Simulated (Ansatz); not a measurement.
## Co, space group P6_3/mmc: the Heisenberg exchange couplings

Run with Ansatz 0.2.0, Python API.

`jij_co.py`:
```python
"""Heisenberg exchange couplings of Co."""

import ansatz
import numpy as np


def main() -> None:
    vectors = np.array([
        [2.5074, 0.0, 0.0],
        [-1.2537, 2.171472, 0.0],
        [0.0, 0.0, 4.0699],
    ])
    system = (
        ansatz.Lattice.of(vectors)
        .atom("Co", (1 / 3, 2 / 3, 0.25), moment=2.5)
        .atom("Co", (2 / 3, 1 / 3, 0.75), moment=-2.5)
    )

    setup = (
        system.calculation()
        .occupations("fermi_dirac")  # the run then minimises F = E - TS
        .kpoints(spacing=0.22)
        .functional("pbesol")
        .spin(ansatz.SpinTreatment.COLLINEAR)
        .eigenstates(nscf_kmesh=(9, 9, 5))
        .exchange_couplings(magnetic=["Co"])
    )
    couplings = setup.run().exchange_couplings().to_plain()
    for atom in couplings["atoms"]:
        print(atom["site"]["symbol"], atom["role"], "moment", round(atom["moment_mub"], 3), "muB")
    shells = {}
    for pair in couplings["pairs"]:
        key = (pair["site"], pair["partner"], round(float(np.linalg.norm(pair["displacement_ang"])), 2))
        shells.setdefault(key, []).append(1000 * pair["coupling_ev"])
    print("site partner distance (A)  count  mean J (meV)")
    for (i, j, d), values in sorted(shells.items(), key=lambda item: item[0][2])[:10]:
        print(f"{i:4d} {j:7d} {d:12.2f} {len(values):6d} {np.mean(values):13.3f}")
    print("mean-field order:", couplings["mean_field_order"])


if __name__ == "__main__":
    main()
```

```console
$ python jij_co.py
DeckWarning: basis.ecutwfc = 420 eV, auto-derived from the records' recommended cutoffs: set by Co (normal level)
RunWarning: the starting moments were not kept: 1 of 2 ended reversed and 1 kept their direction, counting a site from 0.1 μB. The largest reversed, site 0 (counted from 0, in the order of the [...]
Co magnetic moment -1.579 muB
Co magnetic moment -1.579 muB
site partner distance (A)  count  mean J (meV)
   0       1         2.50      6        17.527
   1       0         2.50      6        17.527
   0       0         2.51      6        15.254
   1       1         2.51      6        15.254
   0       1         3.54      6         1.860
   1       0         3.54      6         1.860
   0       0         4.07      2         4.667
   1       1         4.07      2         4.667
   0       1         4.34     12         1.167
   1       0         4.34     12         1.167
mean-field order: {'temperature_k': 1646.6301252629858, 'q_frac': [0.0, 0.0, 0.0]}
```
(Warnings from the package without file and line, shortened.)

The SCF didn't keep the moments it started from (some shrank, vanished or turned); what is printed is the state reached. Couplings oscillate with the k-mesh and hold for small turns from this magnetic state; mean-field temperatures overestimate ordering, and where the couplings favour a wavevector other than zero the state started from isn't the stable order. Run time: 2.7 min on 1 thread of Arm Neoverse N1 (shared host), peak memory 0.9 GiB.
